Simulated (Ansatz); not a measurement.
# ZrTi2: how settings move the results

One table from this session's results is given with a row withheld; the runs are named, their logs left out.

Program: Ansatz 0.2.0. Level of theory: DFT r2SCAN, scalar-relativistic, plane waves, PAW. These are calculated values, not measurements.

### The structure to begin with

The structure is hexagonal, space group P6/mmm (No. 191). Conventional cell: a = 4.724 Å, b = 4.724 Å, c = 3.003 Å, α = 90.00°, β = 90.00°, γ = 120.00°. Zr (site symmetry 6/mmm) has 2 Zr at 3.00 Å and 12 Ti at 3.11 Å as nearest neighbours. Ti (site symmetry -6m2) has 5 Ti at 2.73 to 3.00 Å and 6 Zr at 3.11 Å as nearest neighbours.

Coordinates:

```
CELL_PARAMETERS angstrom
4.72441 0.00000 0.00000
-2.36221 4.09146 0.00000
0.00000 0.00000 3.00345
ATOMIC_POSITIONS crystal
Zr 0.00000 0.00000 0.00000
Ti 0.66667 0.33333 0.50000
Ti 0.33333 0.66667 0.50000
```

The structure comes from the Materials Project (structure only); it is used as listed.

The first run:

input.yaml reads:

```yaml
crystal:
  lattice:
    - [4.7244142807, 0.0, 0.0]
    - [-2.3622071403, 4.0914627851, 0.0]
    - [0.0, 0.0, 3.00344532]
  atoms:
    - { symbol: Zr, position: [0.0, 0.0, 0.0] }
    - { symbol: Ti, position: [0.66666667, 0.33333333, 0.5] }
    - { symbol: Ti, position: [0.33333333, 0.66666667, 0.5] }
basis:
  ecutwfc: 500
kpoints:
  mp_grid: { grid: [6, 6, 6] }
hamiltonian:
  xc: r2scan
scf:
  occupations: { method: gaussian, width: 0.1 }
output:
  forces: true
  stress: true
  eigenvalues: true
```

Among the steps run: Quick check of gap, pressure and forces; The base run, for reference; K-point mesh: 3×3×1; K-point mesh set to 3×3×2; K-point mesh set to 3×3×4; K-point mesh set to 6×6×6; K-point mesh set to 6×6×8; K-point mesh set to 9×9×10; K-point mesh set to 9×9×12; K-point mesh set to 12×12×16; K-point mesh: 15×15×18; K-point mesh set to 15×15×20; K-point mesh set to 18×18×24.

One of the session's tables, all rows but one given; the rest of the session is left out.

It belongs to the step «What the k-point mesh changes». 

| mesh | ΔE (meV/atom) |
| --- | --- |
| 3×3×1 | -337 |
| 3×3×2 | -160 |
| 3×3×4 | ? |
| 6×6×6 | 4.44 |
| 6×6×8 | 2.45 |
| 9×9×10 | -1.45 |
| 9×9×12 | 0.40 |
| 12×12×14 | 0.20 |
| 12×12×16 | -0.44 |
| 15×15×18 | 0.12 |
| 15×15×20 | 0.18 |
| 18×18×24 | 0.00 |

Q: Estimate the row for 3×3×4 from the others.

**Answer.** ΔE (meV/atom): -32.0. In the column «ΔE (meV/atom)» it lies between 3×3×2 (-160) and 9×9×10 (-1.45).

Caveats from the session: The error changes sign along the series, since a k mesh isn't variational, and a metal needs dense meshes to resolve its Fermi surface.
